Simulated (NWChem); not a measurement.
**triplet ZrO: levels of theory compared**

We compute a comparison of 3 runs (UHF/def2-TZVP, UMP2/def2-TZVP, UCCSD/def2-TZVP) of triplet ZrO. 

The calculation is run with NWChem 7.3.0.

## 1. The system as given

ZrO has 2 atoms, charge 0, and is taken as a triplet. SMILES of the parent species: `[O][Zr]`. The bond length is the one measured for the parent species. That shape belongs to the parent species and isn't relaxed for this state.

Bond lengths: O1–Zr2 1.712 Å.

## 2. The energy at UHF/def2-TZVP (core potential) (run 1)

Input file run.py:

```python
from ase import Atoms
from ase.calculators.nwchem import NWChem

mol = Atoms(['O', 'Zr'], positions=[
    [0.000000, 0.000000, 0.000000],
    [0.000000, 0.000000, 1.711600],
])

calc = NWChem(
    label='mol',
    theory='scf',
    memory='2200 mb',
    basis='def2-TZVP',
    basispar='spherical bse',
    scf={'nopen': '2', 'uhf': None, 'thresh': '1e-08', 'maxiter': '80'},
    task='energy',
    **{'ecp bse': {'Zr library': 'def2-TZVP'}},
)
mol.calc = calc

e = mol.get_potential_energy()
print(f"E = {e:.6f} eV")
```

The run is started by

```console
$ export ASE_NWCHEM_COMMAND="nwchem PREFIX.nwi > PREFIX.nwo"
$ python run.py
```

Standard output:

```text
E = -3303.823963 eV
```

The calculator wrote mol.nwi:

```
title "mol"

permanent_dir mol

scratch_dir mol

start mol

geometry units angstrom nocenter noautosym noautoz
  O  0.0000000000000000e+00 0.0000000000000000e+00 0.0000000000000000e+00
  Zr 0.0000000000000000e+00 0.0000000000000000e+00 1.7116000000000000e+00
end

memory 2200 mb

basis spherical bse noprint
   * library def2-TZVP
end

scf
  nopen 2
  uhf
  thresh 1e-08
  maxiter 80
end
ecp bse
  Zr library def2-TZVP
end

task scf energy
```

mol.nwo (excerpt; [...] marks lines left out):

```text
[...]
      One electron energy =   -241.551075747074
[... 1 line left out ...]
 Nuclear repulsion energy =     29.680425276917
[... 33 lines left out ...]
          Final beta eigenvalues
[... 236 lines left out ...]
                     UHF Final Beta Molecular Orbital Analysis
[...]
```

Run time: 8.1 s. Hardware: 1 thread of Intel Xeon 6975P-C (Granite Rapids), shared host; peak memory 0.1 GiB.

## 3. The energy at UMP2/def2-TZVP (core potential) (run 2)

Input file sp.nw:

```
echo
start sp
memory stack 880 mb heap 220 mb global 1100 mb

geometry units angstroms noautosym nocenter noautoz
 O      0.000000     0.000000     0.000000
 Zr     0.000000     0.000000     1.711600
end

basis "ao basis" spherical bse
 O library def2-TZVP
 Zr library def2-TZVP
end

ecp bse
 Zr library def2-TZVP
end

scf
 triplet
 uhf
 thresh 1e-08
 maxiter 80
 noprint "final vectors analysis"
end

mp2
 freeze core 1
 tight
end

task mp2 energy
```

The run is started by

```console
$ nwchem sp.nw > sp.out
```

Standard output:

```text
[...]
  functions       =    71
[...]
  wavefunction    = UHF
[...]
         Total SCF energy =   -121.413292202524
      One electron energy =   -241.551075746594
      Two electron energy =     90.457358267152
 Nuclear repulsion energy =     29.680425276917
                       Sz =      1.0000
                 Sz(Sz+1) =      2.0000
                      S^2 =      2.0270
[...]
          Total MP2 energy          -121.924925044233
[...]
```

Run time: 9 s. Hardware: 1 thread of Intel Xeon 6975P-C (Granite Rapids), shared host; peak memory 0.16 GiB.

## 4. A single-point energy at UCCSD/def2-TZVP (core potential) (run 3)

Input file a.nw:

```
start a
title "OZr energy"
memory total 2200 mb

geometry units angstrom noautosym nocenter noautoz
   O        0.000000       0.000000       0.000000
   Zr       0.000000       0.000000       1.711600
end

basis spherical bse
   * library def2-TZVP
end

ecp bse
   Zr library def2-TZVP
end

scf
   triplet
   uhf
   thresh 1e-08
   maxiter 80
   print medium
end

tce
   scf
   ccsd
   freeze core 1
   maxiter 60
end

task tce energy
```

The run is started by

```console
$ nwchem a.nw > a.out
```

Standard output:

```text
[...]
  functions       =    71
[...]
  wavefunction    = UHF
[...]
         Total SCF energy =   -121.413292202524
      One electron energy =   -241.551075746594
      Two electron energy =     90.457358267152
 Nuclear repulsion energy =     29.680425276917
                       Sz =      1.0000
                 Sz(Sz+1) =      2.0000
                      S^2 =      2.0270
[...]
         Wavefunction type : Unrestricted Hartree-Fock
          No. of electrons :    20
[...]
         Spin multiplicity : triplet
[...]
 CCSD total energy / hartree       =      -121.907668377330879
[...]
```

It took 29 s on 1 thread of Intel Xeon 6975P-C (Granite Rapids), shared host; peak memory 0.92 GiB.

## 5. All runs side by side

```
run                             level  module  frozen core orbitals  energy (Eh)  HOMO energy (eV)  LUMO energy (eV)   ⟨S²⟩  wall time
  1    UHF/def2-TZVP (core potential)     scf                     –  -121.413292             -6.65              0.04  2.027      8.1 s
  2   UMP2/def2-TZVP (core potential)     mp2                     1  -121.924925                 –                 –  2.027        9 s
  3  UCCSD/def2-TZVP (core potential)     tce                     1  -121.907668             -6.65              0.04  2.027       29 s
```

## 6. Outcome

| quantity | value |
| --- | --- |
| run 3: total energy | -121.90767 Eh |
| run 3: HOMO energy (Hartree–Fock orbitals) (highest over α and β) | -6.65 eV |
| run 3: LUMO energy (Hartree–Fock orbitals) (lowest over α and β) | 0.04 eV |
| run 3: correlation energy (1 core orbital frozen) | -494.4 mEh |
| run 3: ⟨S²⟩ of the reference determinant | 2.027 |

In words: Below the UHF energy at the same shape and in the same basis (def2-TZVP): UMP2 -511.6 mEh; UCCSD -494.4 mEh. All runs together took 46 s, the longest 29 s.
